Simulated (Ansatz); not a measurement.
# GaSiH₅ (built from SMILES [SiH3][GaH2]): single points off equilibrium

How do the functionals fare away from a minimum? The structure is a displaced guess of a reacting structure.

The runs use Ansatz 0.2.0, Gaussian basis; single points in def2-TZVPP.

Cores are frozen in the correlated methods. Filled d shells of the heavier atoms are correlated.

## Step 1: Starting geometry

7 atoms, charge 0, spin multiplicity 1.

Atoms are counted from 1 here; the program's logs count them from 0.

Bond lengths: Si2–H5 1.413 Å, Si2–H6 1.656 Å, Si2–H7 1.568 Å. Angles: H5–Si2–H6 108.8°, H5–Si2–H7 109.1°, H6–Si2–H7 101.8°.

As a file:

| atom | x (Å) | y (Å) | z (Å) |
| --- | --- | --- | --- |
| Ga1 | -1.0106 | -0.6378 | 1.6237 |
| Si2 | 0.7594 | 0.3632 | -0.3693 |
| H3 | -0.8989 | -0.5933 | -0.5299 |
| H4 | -2.3910 | -1.4184 | 0.3884 |
| H5 | 1.8355 | -0.2358 | 0.3242 |
| H6 | 0.4914 | 1.8714 | 0.2611 |
| H7 | 1.2177 | 0.7036 | -1.8299 |

## Step 2: CCSD(T)/def2-TZVPP

Input file run/in.yaml:

```yaml
crystal:
  periodic: [false, false, false]
  atoms:
    - {symbol: Ga, position_ang: [-1.010600, -0.637800, 1.623700]}
    - {symbol: Si, position_ang: [0.759400, 0.363200, -0.369300]}
    - {symbol: H, position_ang: [-0.898900, -0.593300, -0.529900]}
    - {symbol: H, position_ang: [-2.391000, -1.418400, 0.388400]}
    - {symbol: H, position_ang: [1.835500, -0.235800, 0.324200]}
    - {symbol: H, position_ang: [0.491400, 1.871400, 0.261100]}
    - {symbol: H, position_ang: [1.217700, 0.703600, -1.829900]}
basis:
  gaussian: {orbitals: def2-TZVPP}
correlation: {method: ccsd_t}
output: {forces: true}
```

The command line of these runs was not kept.

## Step 3: PBE0-D4/def2-TZVPP

Changes to run/in.yaml since step 2:

```diff
@@ -12,3 +12,3 @@
   gaussian: {orbitals: def2-TZVPP}
-correlation: {method: ccsd_t}
-output: {forces: true}
+hamiltonian: {xc: pbe0, dispersion: d4}
+output: {forces: true, orbitals: {seedname: orbitals}}
```

## Step 4: wB97M-V/def2-TZVPP

Changes to run/in.yaml since step 3:

```diff
@@ -12,3 +12,3 @@
   gaussian: {orbitals: def2-TZVPP}
-hamiltonian: {xc: pbe0, dispersion: d4}
-output: {forces: true, orbitals: {seedname: orbitals}}
+hamiltonian: {xc: {name: wB97M-V}}
+output: {forces: true}
```

## Step 5: r2SCAN-D4/def2-TZVPP

Changes to run/in.yaml since step 4:

```diff
@@ -12,3 +12,3 @@
   gaussian: {orbitals: def2-TZVPP}
-hamiltonian: {xc: {name: wB97M-V}}
+hamiltonian: {xc: r2scan, dispersion: d4}
 output: {forces: true}
```

## Step 6: PBE-D4/def2-TZVPP

Changes to run/in.yaml since step 5:

```diff
@@ -12,3 +12,3 @@
   gaussian: {orbitals: def2-TZVPP}
-hamiltonian: {xc: r2scan, dispersion: d4}
+hamiltonian: {xc: pbe, dispersion: d4}
 output: {forces: true}
```

## Step 7: r2SCANh-D4/def2-TZVPP

Changes to run/in.yaml since step 6:

```diff
@@ -12,3 +12,3 @@
   gaussian: {orbitals: def2-TZVPP}
-hamiltonian: {xc: pbe, dispersion: d4}
+hamiltonian: {xc: {name: r2SCANh}, dispersion: d4}
 output: {forces: true}
```

## Step 8: revPBE-D4/def2-TZVPP

Changes to run/in.yaml since step 7:

```diff
@@ -12,3 +12,3 @@
   gaussian: {orbitals: def2-TZVPP}
-hamiltonian: {xc: {name: r2SCANh}, dispersion: d4}
+hamiltonian: {xc: {name: revPBE}, dispersion: d4}
 output: {forces: true}
```

(Steps that only read results are left out.)

**Question.** What will these runs give? Wanted: energy less free atoms, CCSD(T)/def2-TZVPP; RMS force component; RMS force error; HOMO and LUMO, PBE0-D4; T1 diagnostic.

**Answer**, as computed:

| quantity | value |
| --- | --- |
| energy less free atoms, CCSD(T)/def2-TZVPP | -15.256 eV |
| RMS force component | 1.061 to 1.266 eV/Å over the methods |
| RMS force error | PBE0-D4 0.098, wB97M-V 0.041, r2SCAN-D4 0.124, PBE-D4 0.218, r2SCANh-D4 0.096, revPBE-D4 0.282 eV/Å |
| HOMO and LUMO, PBE0-D4 | -6.32 and -1.89 eV |
| T1 diagnostic | 0.016 |

**Reading.** Against CCSD(T) the functionals' energies less atoms differ by -0.410 to -0.109 eV, PBE-D4 by -0.351 eV. A larger basis would deepen the CCSD(T) value, while the functionals are nearly converged already, so the order here is not reliable. For forces wB97M-V does best and revPBE-D4 worst. Frozen-core CCSD(T) forces in triple zeta carry basis errors of their own, and this is one geometry, so small gaps rank nothing.
